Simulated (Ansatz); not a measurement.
# Cl2FH3MoO3: the cost of one run

Program: Ansatz 0.2.0, Gaussian basis. Level of theory: the settings change from run to run. These are calculated values, not measurements.

## Step 1: The molecule

An earlier PBE0-D4 in a triple-zeta def2 set relaxation fixed the geometry. Mo takes a core potential in def2 sets; no spin-orbit term is included.

SMILES `[OH][Mo]([OH])([OH])([F])([Cl])[Cl]`, 10 atoms, charge 0, spin multiplicity 1.

Atoms are counted from 1 here; the program's logs count them from 0.

Bond lengths: O1–Mo2 1.845 Å, O1–H8 0.965 Å, Mo2–O3 1.855 Å, Mo2–O4 1.838 Å, Mo2–F5 1.866 Å, Mo2–Cl6 2.331 Å, Mo2–Cl7 2.357 Å, O3–H9 0.965 Å, O4–H10 0.963 Å. Angles: Mo2–O1–H8 121.3°, O1–Mo2–O3 93.6°, O1–Mo2–O4 94.0°, O1–Mo2–F5 99.9°, O1–Mo2–Cl6 165.3°, O1–Mo2–Cl7 81.2°, O3–Mo2–O4 91.8°, O3–Mo2–F5 81.9°, O3–Mo2–Cl6 101.0°, O3–Mo2–Cl7 166.7°, O4–Mo2–F5 165.1°, O4–Mo2–Cl6 83.9°, O4–Mo2–Cl7 100.8°, F5–Mo2–Cl6 84.1°, F5–Mo2–Cl7 86.9°, Cl6–Mo2–Cl7 84.9°, Mo2–O3–H9 119.2°, Mo2–O4–H10 126.0°.

## Step 2: CAM-B3LYP/def2-mTZVP

This run has multiplicity 3, density fitting with def2-universal-jkfit, D4 dispersion.

File in.yaml:

```yaml
crystal:
  periodic: [false, false, false]
  atoms:
    - {symbol: O, position_ang: [-0.733822, -1.607971, -0.269126]}
    - {symbol: Mo, position_ang: [-0.079441, 0.088389, 0.045661]}
    - {symbol: O, position_ang: [1.155558, -0.494377, 1.300387]}
    - {symbol: O, position_ang: [1.164347, -0.000184, -1.304275]}
    - {symbol: F, position_ang: [-1.043893, 0.522420, 1.583252]}
    - {symbol: Cl, position_ang: [0.387534, 2.370891, -0.013041]}
    - {symbol: Cl, position_ang: [-2.012067, 0.666026, -1.172796]}
    - {symbol: H, position_ang: [-1.506630, -1.751890, -0.829430]}
    - {symbol: H, position_ang: [0.910747, -0.501740, 2.234202]}
    - {symbol: H, position_ang: [1.757676, 0.708427, -1.574834]}
basis:
  gaussian: {orbitals: def2-mTZVP, fitting: {mean_field: def2-universal-jkfit}}
magnetization: {spin_polarized: true, initial_magnetization: 2}
hamiltonian: {xc: {name: CAM-B3LYP}, dispersion: d4}
```

Started as:

```bash
> ansatz run in.yaml --threads 4 --pin off --events-out ev --progress --plain --max-ram 11315MiB
```

Q: Estimate wall time and peak memory on 4 threads of Arm Neoverse V2, shared host.

About 21 s, with a peak of 1.1 GiB.
